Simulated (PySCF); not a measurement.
**ReO₂⁻: relaxation and vibrations of the singlet**

The task is one start of a wider search on ReO₂⁻: the singlet, built as side-on. It is relaxed, tested by its Hessian and followed downhill if it is a saddle.

Computed with PySCF 2.14.0. Level: PBE0, basis Re def2-SVPD with ECP60, O def2-SVPD, scalar-relativistic core potentials, no spin–orbit coupling, density fitting.

### 1 The system as given

3 atoms, charge -1, spin multiplicity 1.

Bond lengths: Re1–O2 1.979 Å, Re1–O3 1.979 Å, O2–O3 1.400 Å. Angles: O2–Re1–O3 41.4°, Re1–O2–O3 69.3°, Re1–O3–O2 69.3°.

```xyz
3
charge -1 multiplicity 1
Re    0.0000    0.0000    0.0000
O     0.7000    0.0000    1.8509
O    -0.7000    0.0000    1.8509
```

### 2 The SCF at the typed geometry

One driver script runs all steps and calls PySCF; scf.py shows how it sets up the SCF of each step. The optimiser is the driver's own. After this first run the driver tries any further starts and a stability analysis.

File scf.py:

```python
from pyscf import gto, scf, dft
mol = gto.M(atom='''
Re     0.000000     0.000000     0.000000
O      0.700000     0.000000     1.850851
O     -0.700000     0.000000     1.850851''',
    basis={'Re': 'def2-SVPD', 'O': 'def2-SVPD'},
    ecp={'Re': 'def2-SVPD'},
    charge=-1, spin=0)
mf = dft.RKS(mol, xc='PBE0')
mf.grids.atom_grid = (50, 194)
aux = {'Re': 'def2-universal-JKFIT', 'O': 'def2-universal-JKFIT'}
mf = mf.density_fit(auxbasis=aux)
mf.conv_tol = 1e-08
mf.diis_space = 10
mf.max_cycle = 60
mf.init_guess = 'minao'
mf.verbose = 4
mf.kernel()
```

On the command line:

```console
$ OMP_NUM_THREADS=2 python axn.py task.json out
```

After this run come: Relaxation: side-on start, singlet; Vibrations and properties at this point; A spin-polarised start; Vibrations and properties at this point.

What does the calculation give? Wanted: minimum; geometry; wavenumbers; dipole moment; highest occupied, lowest empty level; polar-tensor charge of Re1; zero-point energy; ⟨S²⟩.

**Answer**, as computed:

```
                                          quantity                                                            value
                                           minimum                                    broken-symmetry (Ms = 0), C2v
                                          geometry  O–O 1.418 Å, Re–O 1.926 Å (×2); O–O–Re 68.4° (×2), O–Re–O 43.2°
                                wavenumbers (cm⁻¹)                                                    480, 609, 985
                    dipole moment (centre of mass)                                                           2.35 D
highest occupied, lowest empty level (either spin)                                                    0.16, 2.86 eV
                        polar-tensor charge of Re1                                                          -0.11 e
                                 zero-point energy                                                      12.4 kJ/mol
                               entropy at 298.15 K                                                  273.5 J/(mol K)
                                              ⟨S²⟩                                                            0.972
```

In words: The side-on start keeps its C2v symmetry and ends in a minimum. The determinant is spin-contaminated (⟨S²⟩ = 0.97 against 0.00), so it is no pure spin state. In the infrared the band at 985 cm⁻¹ leads. Other starts or spin states, not run here, may lie lower. The SCF density has lower symmetry than the nuclear frame. A highest occupied level above zero is common for anions with such functionals; it warns that the extra electron is poorly described. Spin–orbit coupling, left out here, can matter for elements this heavy.
